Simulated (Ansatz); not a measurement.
# CH6O2Si2: up Jacob's ladder to CCSD(T)

One table from this session's results is given with a row withheld; the runs are named, their logs left out.

Method: functionals in def2-TZVPP, the program's frozen cores in correlated methods; program: Ansatz 0.2.0, Gaussian basis.

Levels to be run: LDA (SPW92), PBE-D4, revPBE-D4, BLYP-D4, r2SCAN-D4, B97M-V, PBE0-D4, B3LYP-D4, r2SCANh-D4, r2SCAN0-D4, HSE06-D4, BHLYP-D4, CAM-B3LYP-D4, LC-ωPBE, ωB97X-V, ωB97M-V, B2PLYP, PBE-QIDH; CCSD(T)/def2-SVP; CCSD(T)/def2-TZVPP; MP2/def2-QZVPP; extrapolation to the limit; RPA on PBE.

## The geometry

The geometry comes from an earlier relaxation with PBE0-D4 in a triple-zeta def2 set; it is a stationary point, not always the lowest conformer.

SMILES `C1O[SiH2]O[SiH2]1`, 11 atoms, charge 0, spin multiplicity 1.

Atoms are counted from 1 here; the program's logs count them from 0.

Bond lengths: C1–O2 1.432 Å, C1–Si5 1.912 Å, C1–H6 1.094 Å, C1–H7 1.094 Å, O2–Si3 1.649 Å, Si3–O4 1.650 Å, Si3–H8 1.482 Å, Si3–H9 1.482 Å, O4–Si5 1.655 Å, Si5–H10 1.485 Å, Si5–H11 1.485 Å. Angles: O2–C1–Si5 106.8°, O2–C1–H6 108.9°, O2–C1–H7 108.8°, Si5–C1–H6 112.4°, Si5–C1–H7 112.5°, H6–C1–H7 107.3°, C1–O2–Si3 117.7°, O2–Si3–O4 102.9°, O2–Si3–H8 111.0°, O2–Si3–H9 110.8°, O4–Si3–H8 110.7°, O4–Si3–H9 110.8°, H8–Si3–H9 110.4°, Si3–O4–Si5 114.2°, C1–Si5–O4 98.4°, C1–Si5–H10 113.6°, C1–Si5–H11 113.6°, O4–Si5–H10 110.8° and more.

Set-up of the first run:

Input file in.yaml:

```yaml
crystal:
  periodic: [false, false, false]
  atoms:
    - {symbol: C, position_ang: [0.638694, 1.100596, 0.169424]}
    - {symbol: O, position_ang: [-0.640273, 0.943704, 0.794898]}
    - {symbol: Si, position_ang: [-1.429390, -0.488056, 0.577557]}
    - {symbol: O, position_ang: [-0.399564, -1.332704, -0.395704]}
    - {symbol: Si, position_ang: [0.985205, -0.516523, -0.789544]}
    - {symbol: H, position_ang: [1.389464, 1.297467, 0.941086]}
    - {symbol: H, position_ang: [0.606718, 1.976614, -0.485607]}
    - {symbol: H, position_ang: [-1.622725, -1.188398, 1.869229]}
    - {symbol: H, position_ang: [-2.733121, -0.274552, -0.093519]}
    - {symbol: H, position_ang: [1.086001, -0.327068, -2.258800]}
    - {symbol: H, position_ang: [2.184290, -1.248282, -0.308419]}
basis:
  gaussian: {orbitals: def2-TZVPP}
hamiltonian: {xc: lda}
output: {orbitals: {seedname: orbitals}}
```

Among the steps run: LDA; PBE-D4 (GGA); revPBE-D4 (GGA); BLYP-D4 (GGA); r2SCAN-D4 (meta-GGA); B97M-V (meta-GGA); PBE0-D4 (hybrid); B3LYP-D4 (hybrid); r2SCANh-D4 (hybrid); r2SCAN0-D4 (hybrid); HSE06-D4 (hybrid); BHLYP-D4 (hybrid); CAM-B3LYP-D4 (range-separated); LC-ωPBE (range-separated); ωB97X-V (range-separated); ωB97M-V (range-separated); B2PLYP (double hybrid); PBE-QIDH (double hybrid).

One table of the session follows, with a row left open; its other results are not shown here.

It belongs to the step «Frontier levels by functional». 

| functional | HOMO (eV) | gap (eV) |
| --- | --- | --- |
| LDA (SPW92) | -6.80 | 5.57 |
| PBE-D4 | -6.71 | 5.75 |
| revPBE-D4 | -6.67 | 5.83 |
| BLYP-D4 | -6.62 | 5.79 |
| r2SCAN-D4 | -7.03 | 6.47 |
| B97M-V | -7.21 | 6.43 |
| PBE0-D4 | -8.20 | 8.13 |
| B3LYP-D4 | -7.98 | 7.68 |
| r2SCANh-D4 | ? | ? |
| r2SCAN0-D4 | -8.43 | 8.59 |
| HSE06-D4 | -7.80 | 7.35 |
| BHLYP-D4 | -9.63 | 10.42 |
| CAM-B3LYP-D4 | -9.62 | 10.51 |
| LC-ωPBE | -10.95 | 13.05 |
| ωB97X-V | -10.63 | 12.57 |
| ωB97M-V | -10.53 | 12.13 |

**Question.** Estimate the row for r2SCANh-D4.

Worked estimate for «HOMO (eV)». Against the share of exact exchange, r2SCAN-D4 (0, -7.03), r2SCAN0-D4 (0.25, -8.43) give a slope of -5.60 per unit share; at 0.1 the line stands at -7.59.

The run gave: HOMO (eV): -7.59; gap (eV): 7.32. In «HOMO (eV)» the line misses by 0.00.
